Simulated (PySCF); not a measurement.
**A diatomic session: InGe−**

One job finds the state of InGe−, follows it along the bond with each method and fits the curves.

Computed with PySCF 2.14.0. Level: In aug-cc-pVDZ-PP with ECP28, Ge aug-cc-pVDZ-PP with ECP10, scalar-relativistic core potentials.

2 further runs of the same task are left out: 2 set aside as unsound or not needed.

**1. The job**

A driver script around PySCF takes these settings:

```yaml
atoms: In, Ge
charge: -1
basis: In aug-cc-pVDZ-PP with ECP28, Ge aug-cc-pVDZ-PP with ECP10
Hamiltonian: scalar-relativistic core potentials
basis_functions: 64
electrons_treated: 44
masses_in_u: 114.9039, 73.9212
levels: PBE0, PBE, r²SCAN, TPSSh, MN15, r²SCANh, CAM-B3LYP, HF, MP2, SCS-MP2, CCSD, CCSD(T)
grid: 80 radial by 434 angular points
occupations: held fixed by the projection of orbital angular momentum
dissociation_limit: In + Ge−, each in its ground configuration
starting_distance_in_angstrom: 2.650
values_of_2S_to_try: 0, 2, 4
```

Command:

```sh
$ OMP_NUM_THREADS=1 python dia.py task.json out
```

The job searches for the state first and then visits each distance with every level. Its results follow level by level.

**2. The PBE0 curve of the state that the search chose**

State followed: ³Σ⁻ (triplet), unpaired electrons π ↑↑. The scan is laid around 2.685 Å.

Output of the SCF at 2.685 Å:

```text
******** <class 'pyscf.dft.uks_symm.SymAdaptedUKS'> ********
method = SymAdaptedUKS
initial guess = minao
damping factor = 0
level_shift factor = 0
DIIS = <class 'pyscf.scf.diis.CDIIS'>
diis_start_cycle = 1
diis_space = 10
diis_damp = 0
SCF conv_tol = 1e-09
SCF conv_tol_grad = None
SCF max_cycles = 60
direct_scf = False
max_memory 909 MB (current use 349 MB)
number electrons alpha = 23  beta = 21
XC library pyscf.dft.libxc version 7.0.0
    S. Lehtola, C. Steigemann, M. J.T. Oliveira, and M. A.L. Marques.,  SoftwareX 7, 1–5 (2018)
XC functionals = PBE0
    C. Adamo and V. Barone.,  J. Chem. Phys. 110, 6158 (1999)
    M. Ernzerhof and G. E. Scuseria.,  J. Chem. Phys. 110, 5029 (1999)
small_rho_cutoff = 0
Overwritten attributes  get_k get_jk get_hcore get_occ get_j  of <class 'pyscf.dft.uks_symm.SymAdaptedUKS'>
<class 'pyscf.dft.uks_symm.SymAdaptedUKS'> does not have attributes  refdm
Set gradient conv threshold to 3.16228e-05
init E= -484.705464919803
cycle= 1 E= -484.709799813971  delta_E= -0.00433  |g|= 0.00496  |ddm|= 0.0509
cycle= 2 E= -484.709786436336  delta_E= 1.34e-05  |g|= 0.00633  |ddm|= 0.0412
cycle= 3 E= -484.709832129937  delta_E= -4.57e-05  |g|= 0.00139  |ddm|= 0.0236
cycle= 4 E= -484.709834178103  delta_E= -2.05e-06  |g|= 0.000233  |ddm|= 0.00508
cycle= 5 E= -484.709834256776  delta_E= -7.87e-08  |g|= 5.75e-05  |ddm|= 0.00105
cycle= 6 E= -484.709834267325  delta_E= -1.05e-08  |g|= 1.32e-05  |ddm|= 0.000656
cycle= 7 E= -484.709834268549  delta_E= -1.22e-09  |g|= 4.66e-06  |ddm|= 0.000228
cycle= 8 E= -484.709834268709  delta_E= -1.6e-10  |g|= 2.1e-06  |ddm|= 7.45e-05
Extra cycle  E= -484.709834268718  delta_E= -9.09e-12  |g|= 2.6e-06  |ddm|= 2.13e-05
converged SCF energy = -484.709834268718  <S^2> = 2.0077196  2S+1 = 3.005142
```

The curve and what changes along it:

| R (Å) | E (eV) | μ (D) | Mulliken charge of In (e) | Mayer bond order | ⟨S²⟩ | HOMO (eV) | LUMO (eV) |
| --- | --- | --- | --- | --- | --- | --- | --- |
| 2.3091 | 0.6383 | -0.46 | -0.54 | 1.67 | 2.01 | 0.38 | 1.59 |
| 2.4165 | 0.2775 | -0.82 | -0.46 | 1.66 | 2.01 | 0.35 | 1.68 |
| 2.5239 | 0.0834 | -1.19 | -0.39 | 1.66 | 2.01 | 0.33 | 1.76 |
| 2.6044 | 0.0168 | -1.46 | -0.35 | 1.65 | 2.01 | 0.31 | 1.81 |
| 2.6850 | 0.0000 | -1.73 | -0.31 | 1.64 | 2.01 | 0.31 | 1.85 |
| 2.7656 | 0.0212 | -2.00 | -0.29 | 1.63 | 2.01 | 0.30 | 1.88 |
| 2.8730 | 0.0923 | -2.33 | -0.26 | 1.62 | 2.01 | 0.30 | 1.90 |
| 3.0072 | 0.2272 | -2.73 | -0.24 | 1.59 | 2.01 | 0.31 | 1.91 |
| 3.1683 | 0.4268 | -3.13 | -0.22 | 1.55 | 2.02 | 0.33 | 1.89 |
| 3.3831 | 0.7119 | -3.48 | -0.22 | 1.43 | 2.07 | 0.35 | 1.82 |

Constants from the curve: Re = 2.677 Å, ωe = 190.1 cm⁻¹, ωexe = 0.444 cm⁻¹, αe = 0.000181 cm⁻¹, Be = 0.05231 cm⁻¹, De = 1.93 eV, μ = -1.70 D.

Orbitals nearest the gap at 2.685 Å:

| spin | orbital | ε (eV) | filled | made of |
| --- | --- | --- | --- | --- |
| β | π | -15.80 | yes | In d 100 % |
| β | σ | -15.79 | yes | In d 100 % |
| α | σ | -8.54 | yes | Ge s 86 %, In s 11 % |
| β | σ | -7.24 | yes | Ge s 77 %, In s 18 % |
| α | σ | -4.31 | yes | In s 72 %, Ge p 13 %, Ge s 12 % |
| β | σ | -3.84 | yes | In s 70 %, Ge s 15 %, Ge p 11 % |
| α | π | -0.56 | yes | Ge p 77 %, In p 21 % |
| α | π | -0.56 | yes | Ge p 77 %, In p 21 % |
| α | σ | -0.03 | yes | Ge p 49 %, In p 35 %, In s 15 % |
| β | σ | 0.31 | yes | Ge p 44 %, In p 40 %, In s 13 % |
| β | π | 1.85 | no | In p 63 %, Ge p 37 % |
| β | π | 1.85 | no | In p 63 %, Ge p 37 % |
| α | π | 2.45 | no | In p 101 % |
| α | π | 2.45 | no | In p 101 % |

Polarisability there: 421.2 bohr³ along the bond, 293.7 across it.

**3. Fields at the reference distance**

Orbitals, density, ELF and potential are computed afterwards from the orbital file.

Frontier orbitals at PBE0 (alpha spin), with the share of their density that lies nearest to each atom:

| orbital | energy (eV) | lies on |
| --- | --- | --- |
| HOMO-1 | -0.56 | Ge2 76 %; In1 24 % |
| HOMO | -0.03 | Ge2 53 %; In1 47 % |
| LUMO | 2.45 | In1 70 %; Ge2 30 % |

ELF in a plane through or near 2 of the atoms.

Ten even steps from ' ' (0.01) to '@' (0.95):
```
  ....::::::....        ..::------------::::::....      
::--========--::::......::--==============----::::..    
==++********++==--::::::::--==++++++++++++++++==--::..  
++####%%%%##**++----::----==++++****************++==--::
**##%%%%%%%%**==--::::----==++********########****++==::
##%%@@@@@@##++--::::::::--++************##%%%%%%##**++--
%%@@@@@@%%**==::::::::::--++****++==--==**%%%%%%%%##**++
@@@@@@@@%%++::--++**==::::==****--..::::--**%%@@@@%%##++
@@@@@@@@##==--++######++::==**==..++##++::==%%@@@@%%##**
@@@@@@@@##----##==  ++**::--**--::##::**----%%@@@@%%##**
@@@@@@@@##----##==  ++**::--**--::##::**----%%@@@@%%##**
@@@@@@@@##==--++######++::==**==..++##++::==%%@@@@%%##**
@@@@@@@@%%++::--++**==::::==****--..::::--**%%@@@@%%##++
%%@@@@@@%%**==::::::::::--++****++==--==**%%%%%%%%##**++
##%%@@@@@@##++--::::::::--++************##%%%%%%##**++--
**##%%%%%%%%**==--::::----==++********########****++==::
++####%%%%##**++----::----==++++****************++==--::
==++********++==--::::::::--==++++++++++++++++==--::..  
::--========--::::......::--==============----::::..    
  ....::::::....        ..::------------::::::....      
```
The map spans 7.9 Å across and 5.2 Å up, centred on the molecule. Atoms in the plane (x, y in Å): In1 (-1.3, 0.0), Ge2 (1.3, 0.0).

On the surface of density 0.002 e/bohr³ the electrostatic potential runs, from the 1st to the 99th percentile, from -4.94 V near Ge2 to -3.28 V near In1.

The spin density lies nearest to Ge2 76 %; In1 24 %.

Core electrons inside the core potentials are missing from the density.

**4. Other states along the same grid**

State 2: ³Π (triplet), unpaired electrons σ ↑, π ↑, an excited solution.

Log of the SCF at 2.685 Å:

```text
******** <class 'pyscf.dft.uks_symm.SymAdaptedUKS'> ********
method = SymAdaptedUKS
initial guess = minao
damping factor = 0
level_shift factor = 0
DIIS = <class 'pyscf.scf.diis.CDIIS'>
diis_start_cycle = 1
diis_space = 10
diis_damp = 0
SCF conv_tol = 1e-09
SCF conv_tol_grad = None
SCF max_cycles = 60
direct_scf = False
max_memory 909 MB (current use 402 MB)
number electrons alpha = 23  beta = 21
XC library pyscf.dft.libxc version 7.0.0
    S. Lehtola, C. Steigemann, M. J.T. Oliveira, and M. A.L. Marques.,  SoftwareX 7, 1–5 (2018)
XC functionals = PBE0
    C. Adamo and V. Barone.,  J. Chem. Phys. 110, 6158 (1999)
    M. Ernzerhof and G. E. Scuseria.,  J. Chem. Phys. 110, 5029 (1999)
small_rho_cutoff = 0
Set gradient conv threshold to 3.16228e-05
init E= -484.700784887277
cycle= 1 E= -484.704797601726  delta_E= -0.00401  |g|= 0.0066  |ddm|= 0.0444
cycle= 2 E= -484.704695051201  delta_E= 0.000103  |g|= 0.0117  |ddm|= 0.0559
cycle= 3 E= -484.70485458735  delta_E= -0.00016  |g|= 0.00302  |ddm|= 0.0367
cycle= 4 E= -484.704866036336  delta_E= -1.14e-05  |g|= 0.000542  |ddm|= 0.00967
cycle= 5 E= -484.704867893592  delta_E= -1.86e-06  |g|= 0.000321  |ddm|= 0.00389
cycle= 6 E= -484.7048701673  delta_E= -2.27e-06  |g|= 0.000252  |ddm|= 0.00628
cycle= 7 E= -484.704872618423  delta_E= -2.45e-06  |g|= 0.000121  |ddm|= 0.011
cycle= 8 E= -484.70487314004  delta_E= -5.22e-07  |g|= 3.81e-05  |ddm|= 0.00679
cycle= 9 E= -484.704873153234  delta_E= -1.32e-08  |g|= 1.22e-05  |ddm|= 0.000998
cycle= 10 E= -484.704873153692  delta_E= -4.58e-10  |g|= 3.27e-06  |ddm|= 0.000108
Extra cycle  E= -484.704873153664  delta_E= 2.76e-11  |g|= 6.96e-06  |ddm|= 3.19e-05
converged SCF energy = -484.704873153664  <S^2> = 2.0995872  2S+1 = 3.0656726
```

Re = 2.561 Å, ωe = 202.5 cm⁻¹, ωexe = 1.07 cm⁻¹, αe = 0.000283 cm⁻¹, Be = 0.05713 cm⁻¹, μ = -2.38 D. Its minimum lies 0.09 eV above that of the lowest state.

Energy (eV) from the lowest point of the lowest state:

| R (Å) | lowest | state 2 |
| --- | --- | --- |
| 2.309 | 0.638 | 0.405 |
| 2.417 | 0.277 | 0.181 |
| 2.524 | 0.083 | 0.097 |
| 2.604 | 0.017 | 0.098 |
| 2.685 | 0.000 | 0.135 |
| 2.766 | 0.021 | 0.196 |
| 2.873 | 0.092 | 0.295 |
| 3.007 | 0.227 | 0.431 |
| 3.168 | 0.427 | 0.591 |
| 3.383 | 0.712 | 0.786 |

**5. PBE**

The SCF at the reference distance, 2.685 Å, printed:

```text
******** <class 'pyscf.dft.uks_symm.SymAdaptedUKS'> ********
method = SymAdaptedUKS
initial guess = minao
damping factor = 0
level_shift factor = 0
DIIS = <class 'pyscf.scf.diis.CDIIS'>
diis_start_cycle = 1
diis_space = 10
diis_damp = 0
SCF conv_tol = 1e-09
SCF conv_tol_grad = None
SCF max_cycles = 60
direct_scf = False
max_memory 909 MB (current use 402 MB)
number electrons alpha = 23  beta = 21
XC library pyscf.dft.libxc version 7.0.0
    S. Lehtola, C. Steigemann, M. J.T. Oliveira, and M. A.L. Marques.,  SoftwareX 7, 1–5 (2018)
XC functionals = PBE
    J. P. Perdew, K. Burke, and M. Ernzerhof.,  Phys. Rev. Lett. 77, 3865 (1996)
    J. P. Perdew, K. Burke, and M. Ernzerhof.,  Phys. Rev. Lett. 78, 1396 (1997)
    J. P. Perdew, K. Burke, and M. Ernzerhof.,  Phys. Rev. Lett. 77, 3865 (1996)
    J. P. Perdew, K. Burke, and M. Ernzerhof.,  Phys. Rev. Lett. 78, 1396 (1997)
small_rho_cutoff = 0
Set gradient conv threshold to 3.16228e-05
init E= -484.750696004158
cycle= 1 E= -484.752102361161  delta_E= -0.00141  |g|= 0.0347  |ddm|= 0.318
cycle= 2 E= -484.74670486539  delta_E= 0.0054  |g|= 0.0708  |ddm|= 0.32
cycle= 3 E= -484.752326092738  delta_E= -0.00562  |g|= 0.0221  |ddm|= 0.295
cycle= 4 E= -484.752992105621  delta_E= -0.000666  |g|= 0.00212  |ddm|= 0.0789
cycle= 5 E= -484.752997964576  delta_E= -5.86e-06  |g|= 0.000453  |ddm|= 0.018
cycle= 6 E= -484.752998224272  delta_E= -2.6e-07  |g|= 8.06e-05  |ddm|= 0.00208
cycle= 7 E= -484.752998234873  delta_E= -1.06e-08  |g|= 1.52e-05  |ddm|= 0.000798
cycle= 8 E= -484.752998235295  delta_E= -4.22e-10  |g|= 5.11e-06  |ddm|= 0.000122
Extra cycle  E= -484.752998234916  delta_E= 3.79e-10  |g|= 1.72e-05  |ddm|= 7.95e-05
converged SCF energy = -484.752998234916  <S^2> = 2.0074986  2S+1 = 3.0049949
```

Re = 2.721 Å, ωe = 175.9 cm⁻¹, ωexe = 0.425 cm⁻¹, αe = 0.000185 cm⁻¹, Be = 0.05063 cm⁻¹, De = 2.05 eV, μ = -1.53 D. 19 s of CPU time for 12 points, integrals apart.

**6. r²SCAN**

Output of the SCF at 2.685 Å:

```text
******** <class 'pyscf.dft.uks_symm.SymAdaptedUKS'> ********
method = SymAdaptedUKS
initial guess = minao
damping factor = 0
level_shift factor = 0
DIIS = <class 'pyscf.scf.diis.CDIIS'>
diis_start_cycle = 1
diis_space = 10
diis_damp = 0
SCF conv_tol = 1e-09
SCF conv_tol_grad = None
SCF max_cycles = 60
direct_scf = False
max_memory 909 MB (current use 402 MB)
number electrons alpha = 23  beta = 21
XC library pyscf.dft.libxc version 7.0.0
    S. Lehtola, C. Steigemann, M. J.T. Oliveira, and M. A.L. Marques.,  SoftwareX 7, 1–5 (2018)
XC functionals = R2SCAN
    J. W. Furness, A. D. Kaplan, J. Ning, J. P. Perdew, and J. Sun.,  J. Phys. Chem. Lett. 11, 8208-8215 (2020)
    J. W. Furness, A. D. Kaplan, J. Ning, J. P. Perdew, and J. Sun.,  J. Phys. Chem. Lett. 11, 9248-9248 (2020)
    J. W. Furness, A. D. Kaplan, J. Ning, J. P. Perdew, and J. Sun.,  J. Phys. Chem. Lett. 11, 8208-8215 (2020)
    J. W. Furness, A. D. Kaplan, J. Ning, J. P. Perdew, and J. Sun.,  J. Phys. Chem. Lett. 11, 9248-9248 (2020)
small_rho_cutoff = 0
Set gradient conv threshold to 3.16228e-05
init E= -484.704514178016
cycle= 1 E= -484.705917990731  delta_E= -0.0014  |g|= 0.0116  |ddm|= 0.275
cycle= 2 E= -484.705972141982  delta_E= -5.42e-05  |g|= 0.00514  |ddm|= 0.0509
cycle= 3 E= -484.705981051664  delta_E= -8.91e-06  |g|= 0.00143  |ddm|= 0.0135
cycle= 4 E= -484.705983505185  delta_E= -2.45e-06  |g|= 0.0009  |ddm|= 0.00806
cycle= 5 E= -484.705984548209  delta_E= -1.04e-06  |g|= 0.000136  |ddm|= 0.0041
cycle= 6 E= -484.705984621216  delta_E= -7.3e-08  |g|= 2.84e-05  |ddm|= 0.00241
cycle= 7 E= -484.705984630867  delta_E= -9.65e-09  |g|= 1.56e-05  |ddm|= 0.00126
cycle= 8 E= -484.705984631881  delta_E= -1.01e-09  |g|= 7.67e-06  |ddm|= 0.000315
cycle= 9 E= -484.705984632109  delta_E= -2.28e-10  |g|= 1.83e-06  |ddm|= 0.000144
Extra cycle  E= -484.705984632128  delta_E= -1.98e-11  |g|= 1.64e-06  |ddm|= 2.7e-05
converged SCF energy = -484.705984632128  <S^2> = 2.01178  2S+1 = 3.0078431
```

Re = 2.673 Å, ωe = 188.7 cm⁻¹, ωexe = 0.451 cm⁻¹, αe = 0.000186 cm⁻¹, Be = 0.05243 cm⁻¹, De = 1.97 eV, μ = -1.51 D.

**7. TPSSh (hybrid meta-GGA)**

Log of the SCF at 2.685 Å:

```text
******** <class 'pyscf.dft.uks_symm.SymAdaptedUKS'> ********
method = SymAdaptedUKS
initial guess = minao
damping factor = 0
level_shift factor = 0
DIIS = <class 'pyscf.scf.diis.CDIIS'>
diis_start_cycle = 1
diis_space = 10
diis_damp = 0
SCF conv_tol = 1e-09
SCF conv_tol_grad = None
SCF max_cycles = 60
direct_scf = False
max_memory 909 MB (current use 402 MB)
number electrons alpha = 23  beta = 21
XC library pyscf.dft.libxc version 7.0.0
    S. Lehtola, C. Steigemann, M. J.T. Oliveira, and M. A.L. Marques.,  SoftwareX 7, 1–5 (2018)
XC functionals = TPSSH
    V. N. Staroverov, G. E. Scuseria, J. Tao, and J. P. Perdew.,  J. Chem. Phys. 119, 12129 (2003)
small_rho_cutoff = 0
Set gradient conv threshold to 3.16228e-05
init E= -484.589194174204
cycle= 1 E= -484.589730197474  delta_E= -0.000536  |g|= 0.0164  |ddm|= 0.12
cycle= 2 E= -484.589745697046  delta_E= -1.55e-05  |g|= 0.0126  |ddm|= 0.0769
cycle= 3 E= -484.589828733294  delta_E= -8.3e-05  |g|= 0.00362  |ddm|= 0.0573
cycle= 4 E= -484.589845181019  delta_E= -1.64e-05  |g|= 0.00108  |ddm|= 0.014
cycle= 5 E= -484.589846585033  delta_E= -1.4e-06  |g|= 9.7e-05  |ddm|= 0.0048
cycle= 6 E= -484.589846603722  delta_E= -1.87e-08  |g|= 3.5e-05  |ddm|= 0.00104
cycle= 7 E= -484.58984660585  delta_E= -2.13e-09  |g|= 6.07e-06  |ddm|= 0.000363
cycle= 8 E= -484.58984660598  delta_E= -1.3e-10  |g|= 2.87e-06  |ddm|= 5.91e-05
Extra cycle  E= -484.589846605954  delta_E= 2.63e-11  |g|= 6.03e-06  |ddm|= 3.19e-05
converged SCF energy = -484.589846605954  <S^2> = 2.0072339  2S+1 = 3.0048187
```

Re = 2.687 Å, ωe = 185.2 cm⁻¹, ωexe = 0.444 cm⁻¹, αe = 0.000185 cm⁻¹, Be = 0.05192 cm⁻¹, De = 1.97 eV, μ = -1.60 D. 29 s of CPU time for 12 points, integrals apart.

**8. MN15 (hybrid meta-GGA)**

Output of the SCF at 2.685 Å:

```text
******** <class 'pyscf.dft.uks_symm.SymAdaptedUKS'> ********
method = SymAdaptedUKS
initial guess = minao
damping factor = 0
level_shift factor = 0
DIIS = <class 'pyscf.scf.diis.CDIIS'>
diis_start_cycle = 1
diis_space = 10
diis_damp = 0
SCF conv_tol = 1e-09
SCF conv_tol_grad = None
SCF max_cycles = 60
direct_scf = False
max_memory 909 MB (current use 403 MB)
number electrons alpha = 23  beta = 21
XC library pyscf.dft.libxc version 7.0.0
    S. Lehtola, C. Steigemann, M. J.T. Oliveira, and M. A.L. Marques.,  SoftwareX 7, 1–5 (2018)
XC functionals = MN15
    H. S. Yu, X. He, S. L. Li, and D. G. Truhlar.,  Chem. Sci. 7, 5032-5051 (2016)
    H. S. Yu, X. He, S. L. Li, and D. G. Truhlar.,  Chem. Sci. 7, 5032-5051 (2016)
small_rho_cutoff = 0
Set gradient conv threshold to 3.16228e-05
init E= -484.681415310681
cycle= 1 E= -484.701263947805  delta_E= -0.0198  |g|= 0.0649  |ddm|= 0.678
cycle= 2 E= -484.701740579022  delta_E= -0.000477  |g|= 0.05  |ddm|= 0.337
cycle= 3 E= -484.703507259279  delta_E= -0.00177  |g|= 0.0121  |ddm|= 0.178
cycle= 4 E= -484.703670515358  delta_E= -0.000163  |g|= 0.00192  |ddm|= 0.0412
cycle= 5 E= -484.703677720519  delta_E= -7.21e-06  |g|= 0.00068  |ddm|= 0.0194
cycle= 6 E= -484.703679618651  delta_E= -1.9e-06  |g|= 0.000284  |ddm|= 0.0149
cycle= 7 E= -484.703680308223  delta_E= -6.9e-07  |g|= 8.05e-05  |ddm|= 0.0163
cycle= 8 E= -484.703680379564  delta_E= -7.13e-08  |g|= 4.07e-05  |ddm|= 0.00619
cycle= 9 E= -484.703680391653  delta_E= -1.21e-08  |g|= 9.21e-06  |ddm|= 0.00286
cycle= 10 E= -484.703680392332  delta_E= -6.79e-10  |g|= 3.46e-06  |ddm|= 0.000532
Extra cycle  E= -484.703680392376  delta_E= -4.4e-11  |g|= 3.69e-06  |ddm|= 9.4e-05
converged SCF energy = -484.703680392376  <S^2> = 2.0123149  2S+1 = 3.0081988
```

Re = 2.667 Å, ωe = 191.3 cm⁻¹, ωexe = 0.480 cm⁻¹, αe = 0.000189 cm⁻¹, Be = 0.05269 cm⁻¹, De = 2.05 eV, μ = -1.57 D.

**9. r²SCANh**

Log of the SCF at 2.685 Å:

```text
******** <class 'pyscf.dft.uks_symm.SymAdaptedUKS'> ********
method = SymAdaptedUKS
initial guess = minao
damping factor = 0
level_shift factor = 0
DIIS = <class 'pyscf.scf.diis.CDIIS'>
diis_start_cycle = 1
diis_space = 10
diis_damp = 0
SCF conv_tol = 1e-09
SCF conv_tol_grad = None
SCF max_cycles = 60
direct_scf = False
max_memory 909 MB (current use 403 MB)
number electrons alpha = 23  beta = 21
XC library pyscf.dft.libxc version 7.0.0
    S. Lehtola, C. Steigemann, M. J.T. Oliveira, and M. A.L. Marques.,  SoftwareX 7, 1–5 (2018)
XC functionals = HYB_MGGA_XC_R2SCANH
    M. Bursch, H. Neugebauer, S. Ehlert, and S. Grimme.,  J. Chem. Phys. 156, 134105 (2022)
small_rho_cutoff = 0
Set gradient conv threshold to 3.16228e-05
init E= -484.686835757041
cycle= 1 E= -484.687584626057  delta_E= -0.000749  |g|= 0.00549  |ddm|= 0.212
cycle= 2 E= -484.687558098259  delta_E= 2.65e-05  |g|= 0.00656  |ddm|= 0.0471
cycle= 3 E= -484.687612021181  delta_E= -5.39e-05  |g|= 0.00309  |ddm|= 0.0305
cycle= 4 E= -484.687621874227  delta_E= -9.85e-06  |g|= 0.00044  |ddm|= 0.0103
cycle= 5 E= -484.687622087497  delta_E= -2.13e-07  |g|= 0.000151  |ddm|= 0.00283
cycle= 6 E= -484.687622135541  delta_E= -4.8e-08  |g|= 4.83e-05  |ddm|= 0.00161
cycle= 7 E= -484.687622142445  delta_E= -6.9e-09  |g|= 1.35e-05  |ddm|= 0.000515
cycle= 8 E= -484.687622143983  delta_E= -1.54e-09  |g|= 3.53e-06  |ddm|= 0.000388
cycle= 9 E= -484.68762214412  delta_E= -1.37e-10  |g|= 1.19e-06  |ddm|= 0.000124
Extra cycle  E= -484.687622144127  delta_E= -7.16e-12  |g|= 6.82e-07  |ddm|= 1.85e-05
converged SCF energy = -484.687622144127  <S^2> = 2.0112036  2S+1 = 3.0074598
```

Re = 2.664 Å, ωe = 192.2 cm⁻¹, ωexe = 0.455 cm⁻¹, αe = 0.000184 cm⁻¹, Be = 0.05281 cm⁻¹, De = 1.94 eV, μ = -1.60 D.

**10. CAM-B3LYP**

Output of the SCF at 2.685 Å:

```text
******** <class 'pyscf.dft.uks_symm.SymAdaptedUKS'> ********
method = SymAdaptedUKS
initial guess = minao
damping factor = 0
level_shift factor = 0
DIIS = <class 'pyscf.scf.diis.CDIIS'>
diis_start_cycle = 1
diis_space = 10
diis_damp = 0
SCF conv_tol = 1e-09
SCF conv_tol_grad = None
SCF max_cycles = 60
direct_scf = False
max_memory 909 MB (current use 403 MB)
number electrons alpha = 23  beta = 21
XC library pyscf.dft.libxc version 7.0.0
    S. Lehtola, C. Steigemann, M. J.T. Oliveira, and M. A.L. Marques.,  SoftwareX 7, 1–5 (2018)
XC functionals = CAMB3LYP
    T. Yanai, D. P. Tew, and N. C. Handy.,  Chem. Phys. Lett. 393, 51 (2004)
small_rho_cutoff = 0
Set gradient conv threshold to 3.16228e-05
init E= -484.687630590737
cycle= 1 E= -484.688272795806  delta_E= -0.000642  |g|= 0.00638  |ddm|= 0.239
cycle= 2 E= -484.688306823751  delta_E= -3.4e-05  |g|= 0.00429  |ddm|= 0.0545
cycle= 3 E= -484.688328117528  delta_E= -2.13e-05  |g|= 0.00154  |ddm|= 0.0191
cycle= 4 E= -484.688331312132  delta_E= -3.19e-06  |g|= 0.000382  |ddm|= 0.00633
cycle= 5 E= -484.688332095611  delta_E= -7.83e-07  |g|= 0.000155  |ddm|= 0.00504
cycle= 6 E= -484.688332236184  delta_E= -1.41e-07  |g|= 7.54e-05  |ddm|= 0.00163
cycle= 7 E= -484.688332272612  delta_E= -3.64e-08  |g|= 2.89e-05  |ddm|= 0.000901
cycle= 8 E= -484.688332279421  delta_E= -6.81e-09  |g|= 8.74e-06  |ddm|= 0.000421
cycle= 9 E= -484.688332280022  delta_E= -6.01e-10  |g|= 2.12e-06  |ddm|= 0.00015
Extra cycle  E= -484.688332280048  delta_E= -2.52e-11  |g|= 1.22e-06  |ddm|= 1.92e-05
converged SCF energy = -484.688332280048  <S^2> = 2.0049328  2S+1 = 3.0032868
```

Re = 2.652 Å, ωe = 197.0 cm⁻¹, ωexe = 0.457 cm⁻¹, αe = 0.000182 cm⁻¹, Be = 0.05329 cm⁻¹, De = 1.85 eV, μ = -1.95 D.

(Part 1 of 2 ends here.)
